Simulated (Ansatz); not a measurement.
# FH₄SbSi (SMILES F[SiH2][SbH2]): functionals against CCSD(T) at one geometry

The task here is to estimate one member of a computed series from the others.

Program: Ansatz 0.2.0, Gaussian basis. Level of theory: single points in def2-TZVPP. These are calculated values, not measurements.

Correlated methods freeze the cores. Filled d shells of the heavier atoms are correlated. Core potentials replace the inner electrons past krypton, and spin-orbit coupling is left out.

## Where the work starts

SMILES `F[SiH2][SbH2]`, 7 atoms, charge 0, spin multiplicity 1.

Atoms are counted from 1 here; the program's logs count them from 0.

Bond lengths: F1–Si2 1.614 Å, Si2–Sb3 2.504 Å, Si2–H4 1.451 Å, Si2–H5 1.519 Å, Sb3–H6 1.721 Å, Sb3–H7 1.751 Å. Angles: F1–Si2–Sb3 102.4°, F1–Si2–H4 103.2°, F1–Si2–H5 99.4°, Sb3–Si2–H4 124.2°, Sb3–Si2–H5 113.7°, H4–Si2–H5 109.9°, Si2–Sb3–H6 91.6°, Si2–Sb3–H7 90.2°, H6–Sb3–H7 88.6°.

Geometry (Å):

| atom | x (Å) | y (Å) | z (Å) |
| --- | --- | --- | --- |
| F1 | -1.9063 | 0.8622 | -0.3275 |
| Si2 | -0.6816 | -0.1702 | -0.5224 |
| Sb3 | 1.1805 | 0.9699 | 0.7043 |
| H4 | -1.2559 | -1.4439 | -0.1308 |
| H5 | -0.5428 | -0.1095 | -2.0343 |
| H6 | 0.8965 | 0.0234 | 2.1138 |
| H7 | 2.3019 | -0.2582 | 0.1569 |

Set-up of the first run:

File run/in.yaml:

```yaml
crystal:
  periodic: [false, false, false]
  atoms:
    - {symbol: F, position_ang: [-1.906300, 0.862200, -0.327500]}
    - {symbol: Si, position_ang: [-0.681600, -0.170200, -0.522400]}
    - {symbol: Sb, position_ang: [1.180500, 0.969900, 0.704300]}
    - {symbol: H, position_ang: [-1.255900, -1.443900, -0.130800]}
    - {symbol: H, position_ang: [-0.542800, -0.109500, -2.034300]}
    - {symbol: H, position_ang: [0.896500, 0.023400, 2.113800]}
    - {symbol: H, position_ang: [2.301900, -0.258200, 0.156900]}
basis:
  gaussian: {orbitals: def2-TZVPP}
correlation: {method: ccsd_t}
output: {forces: true}
```

The command line of these runs was not kept.

Steps of the session up to this table: CCSD(T)/def2-TZVPP; PBE0-D4/def2-TZVPP; wB97M-V/def2-TZVPP; r2SCAN-D4/def2-TZVPP; PBE-D4/def2-TZVPP; r2SCAN0-D4/def2-TZVPP; SPW92/def2-TZVPP.

One table of the session follows, with a row left open; its other results are not shown here.

```
    method  RMS force component (eV/Å)  angle to CCSD(T) forces (°)  dipole (D)
   CCSD(T)                       0.580                    reference        1.52
   PBE0-D4                       0.539                          6.7        1.51
   wB97M-V                       0.554                          5.8        1.48
 r2SCAN-D4                       0.536                          7.4        1.45
    PBE-D4                       0.501                         27.6        1.42
r2SCAN0-D4                           ?                            ?           ?
     SPW92                       0.464                         18.8        1.51
```

Q: Estimate the row for r2SCAN0-D4 from the others.

As computed: RMS force component (eV/Å): 0.597; angle to CCSD(T) forces (°): 9.7; dipole (D): 1.53. In the column «RMS force component (eV/Å)» it is the highest.
